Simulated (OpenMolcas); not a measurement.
**Cu²⁺ among point charges: CASSCF and CASPT2 levels and susceptibility**

How does a field of 6 point charges split the states of Cu²⁺, and what χT follows?

Method: state-averaged CASSCF and CASPT2, spin-orbit coupling by RASSI with atomic mean-field integrals. Code: OpenMolcas 26.06.

## 1. Starting point

* Species: Cu²⁺ (copper, Z = 29, 27 electrons)
* Basis: ANO-RCC-VTZP [6s5p3d2f1g], 59 functions
* Scalar Hamiltonian: DKH2, point nucleus
* Inactive shells: 1s 2s 2p 3s 3p
* Active space: 9 electrons in 5 orbitals (3d)
* Some configurations of this space: 3d⁹
* Orbitals: optimised for each spin and parity, averaged over all roots

Outer shells as boxes (Hund's rule):

3d9
```
3d [↑↓][↑↓][↑↓][↑↓][↑ ]
```

The ion sits among 6 point charges of -2.2 e arranged as an octahedron (Oh), 1.92 Å from the ion.

The work runs as a chain of OpenMolcas steps in one folder; each step below is one input file. Labels, J, g values, rates, χT and fits are worked out afterwards by a script from the matrices that RASSI stores. The input lists half of the charges; inversion (Group=XYZ) makes the rest.

## 2. Basis and integrals

The input, a.inp:

```
&GATEWAY
Coord
1

Cu 0.0 0.0 0.0
Basis=ANO-RCC-VTZP
Group=XYZ
NoMove
AngMom=0.0 0.0 0.0
AMFI
XField
3 Angstrom 0
1.920000 0.000000 0.000000 -2.200000
0.000000 1.920000 0.000000 -2.200000
0.000000 0.000000 1.920000 -2.200000
&SEWARD
```

On the command line:

```bash
> OMP_NUM_THREADS=1 MOLCAS_MEM=1689 MOLCAS_PROJECT=a pymolcas a.inp > a.log
```

## 3. CASSCF: doublets of even parity, 5 roots

The input, a.inp:

```
&RASSCF
FileOrb=start.orb
Symmetry=1
Spin=2
nActEl=9 0 0
Inactive=3 6
Ras2=5 0
CIRoot=5 5 1
SDav=5
CIMx=300
Iter=120 100
PrWF=0.3
OrbListing=Nothing
MaxOrb=0
>>> COPY $Project.JobIph JOB001
```

start.orb holds the contracted functions of the basis, ordered by shell, or the orbitals of the step before.

## 4. State interaction with spin-orbit coupling

The input, a.inp:

```
&RASSI
NrOfJobIphs=1 5
1 2 3 4 5
IphNames
JOB001
EJob
SpinOrbit
DIPRint=1.0
SOCoupling=1000.0
Subsets=2
Property=9
'ANGMOM' 1 'ANGMOM' 2 'ANGMOM' 3 'MLTPL  1' 1 'MLTPL  1' 2 'MLTPL  1' 3
'AMFI' 1 'AMFI' 2 'AMFI' 3
SOProperty=3
'ANGMOM' 1 'ANGMOM' 2 'ANGMOM' 3
```

## 5. CASPT2: IPEA 0.25, imaginary shift 0.1 (closed shells correlated: 3s 3p)

The input, a.inp:

```
>>> COPY JOB001 $Project.JobIph
&CASPT2
Multistate=5 1 2 3 4 5
NoMult
Frozen=2 3
IPEA=0.25
Imaginary=0.1
MaxIter=60
WThr=0.0 0.3 0.05
PrWF=0.5
NoMix
```

(Steps that only read results are left out.)

Q: Predict the outcome of this session. Wanted: spin-free ground state; first state of the same spin within the active space; lowest level; next level.

As calculated:

| quantity | value |
| --- | --- |
| method | SS-CASPT2, IPEA 0.25, imaginary shift 0.1 (closed shells correlated: 3s 3p) |
| spin-free ground state | 2E, 2-fold in its orbital part |
| first state of the same spin within the active space | 2T2 at 4650 cm⁻¹ |
| lowest level | 4-fold Γ8 |
| next level | 4037.3 cm⁻¹ |
| χT at 300 K | 0.70 cm³ K/mol |
| effective moment at 300 K | 2.37 μB |

Cost by method:

```csv
method,time of its own steps,time with the reference
A. CASSCF,1.6 s,1.6 s
"B. SS-CASPT2, IPEA 0.25, imaginary shift 0.1, +3s 3p",0.7 s,2.3 s
```

Times are of one thread on a shared host.

**Reading.** The spin-free ground state (2E) comes to 100 % from free-ion D terms and keeps the highest spin of the shell. χT at 300 K is 0.70, against 0.38 cm³ K/mol for the spin alone, so orbital moment adds to it. A ligand-field fit to the states below 45000 cm-1 gives 10Dq = 4653 cm-1, the gap between the two states. CASPT2 does not keep the components of a term degenerate, and the means are used. An orbital doublet at a regular site is open to a Jahn-Teller distortion, which this geometry leaves out. The field of point charges can differ much from that of real complexes. This is an electrostatic model: the charges have no orbitals.
